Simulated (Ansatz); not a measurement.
**C₃H₅F₃O: up Jacob's ladder to CCSD(T)**

An exercise on one series of results from a longer session: the logs are not shown, and one member is left open.

Computed with Ansatz 0.2.0, Gaussian basis. Level: functionals in def2-TZVPP, the program's frozen cores in correlated methods.

The runs, in order: LDA (SPW92), PBE-D4, revPBE-D4, BLYP-D4, r2SCAN-D4, B97M-V, PBE0-D4, B3LYP-D4, r2SCANh-D4, r2SCAN0-D4, HSE06-D4, BHLYP-D4, CAM-B3LYP-D4, LC-ωPBE, ωB97X-V, ωB97M-V, B2PLYP, PBE-QIDH; CCSD(T)/def2-SVP; CCSD(T)/def2-TZVPP; MP2/def2-QZVPP; extrapolation to the limit; RPA on PBE.

## Structure used throughout

The geometry comes from an earlier relaxation with PBE0-D4 in a triple-zeta def2 set; it is a stationary point, not always the lowest conformer.

SMILES `CCOC(F)(F)F`, 12 atoms, charge 0, spin multiplicity 1.

Atoms are counted from 1 here; the program's logs count them from 0.

Bond lengths: C1–C2 1.504 Å, C1–H8 1.092 Å, C1–H9 1.091 Å, C1–H10 1.091 Å, C2–O3 1.437 Å, C2–H11 1.093 Å, C2–H12 1.093 Å, O3–C4 1.332 Å, C4–F5 1.343 Å, C4–F6 1.343 Å, C4–F7 1.323 Å. Angles: C2–C1–H8 109.6°, C2–C1–H9 110.8°, C2–C1–H10 110.8°, H8–C1–H9 108.5°, H8–C1–H10 108.5°, H9–C1–H10 108.6°, C1–C2–O3 107.4°, C1–C2–H11 111.4°, C1–C2–H12 111.4°, O3–C2–H11 108.9°, O3–C2–H12 108.9°, H11–C2–H12 108.8°, C2–O3–C4 116.1°, O3–C4–F5 112.8°, O3–C4–F6 112.8°, O3–C4–F7 108.5°, F5–C4–F6 106.3°, F5–C4–F7 108.1° and more.

Set-up of the first run:

Input file in.yaml:

```yaml
crystal:
  periodic: [false, false, false]
  atoms:
    - {symbol: C, position_ang: [-0.061620, -1.807985, 0.058025]}
    - {symbol: C, position_ang: [0.080828, -0.402175, -0.455819]}
    - {symbol: O, position_ang: [-0.113936, 0.483648, 0.658156]}
    - {symbol: C, position_ang: [-0.012969, 1.786243, 0.396261]}
    - {symbol: F, position_ang: [1.196099, 2.129894, -0.076155]}
    - {symbol: F, position_ang: [-0.906248, 2.204944, -0.514668]}
    - {symbol: F, position_ang: [-0.222715, 2.457398, 1.517505]}
    - {symbol: H, position_ang: [0.079322, -2.513843, -0.762753]}
    - {symbol: H, position_ang: [-1.053553, -1.966864, 0.483772]}
    - {symbol: H, position_ang: [0.684269, -2.017842, 0.826159]}
    - {symbol: H, position_ang: [-0.667663, -0.178820, -1.220583]}
    - {symbol: H, position_ang: [1.075187, -0.229698, -0.876000]}
basis:
  gaussian: {orbitals: def2-TZVPP}
hamiltonian: {xc: lda}
output: {orbitals: {seedname: orbitals}}
```

Steps of the session up to this table: LDA; PBE-D4 (GGA); revPBE-D4 (GGA); BLYP-D4 (GGA); r2SCAN-D4 (meta-GGA); B97M-V (meta-GGA); PBE0-D4 (hybrid); B3LYP-D4 (hybrid); r2SCANh-D4 (hybrid); r2SCAN0-D4 (hybrid); HSE06-D4 (hybrid); BHLYP-D4 (hybrid); CAM-B3LYP-D4 (range-separated); LC-ωPBE (range-separated); ωB97X-V (range-separated); ωB97M-V (range-separated); B2PLYP (double hybrid); PBE-QIDH (double hybrid).

One table of the session follows, with a row left open; its other results are not shown here.

It belongs to the step «Orbital energies across the functionals». 

| functional | HOMO (eV) | LUMO (eV) | gap (eV) |
| --- | --- | --- | --- |
| LDA (SPW92) | -7.70 | 0.30 | 8.00 |
| PBE-D4 | -7.54 | 0.42 | 7.96 |
| revPBE-D4 | -7.48 | 0.47 | 7.95 |
| BLYP-D4 | -7.49 | 0.36 | 7.86 |
| r2SCAN-D4 | ? | ? | ? |
| B97M-V | -8.08 | 0.58 | 8.66 |
| PBE0-D4 | -9.25 | 1.20 | 10.45 |
| B3LYP-D4 | -9.03 | 0.83 | 9.86 |
| r2SCANh-D4 | -8.56 | 1.49 | 10.06 |
| r2SCAN0-D4 | -9.51 | 1.79 | 11.30 |
| HSE06-D4 | -8.83 | 0.83 | 9.67 |
| BHLYP-D4 | -10.91 | 1.73 | 12.64 |
| CAM-B3LYP-D4 | -10.77 | 1.91 | 12.69 |
| LC-ωPBE | -12.09 | 3.25 | 15.34 |
| ωB97X-V | -11.77 | 3.05 | 14.81 |
| ωB97M-V | -11.68 | 2.58 | 14.26 |

**Question.** Estimate the row for r2SCAN-D4.

Worked estimate for «HOMO (eV)». Against the share of exact exchange, r2SCANh-D4 (0.1, -8.56), r2SCAN0-D4 (0.25, -9.51) give a slope of -6.33 per unit share; at 0 the line stands at -7.93.

As computed: HOMO (eV): -7.93; LUMO (eV): 1.28; gap (eV): 9.21. In «HOMO (eV)» the line misses by 0.00.
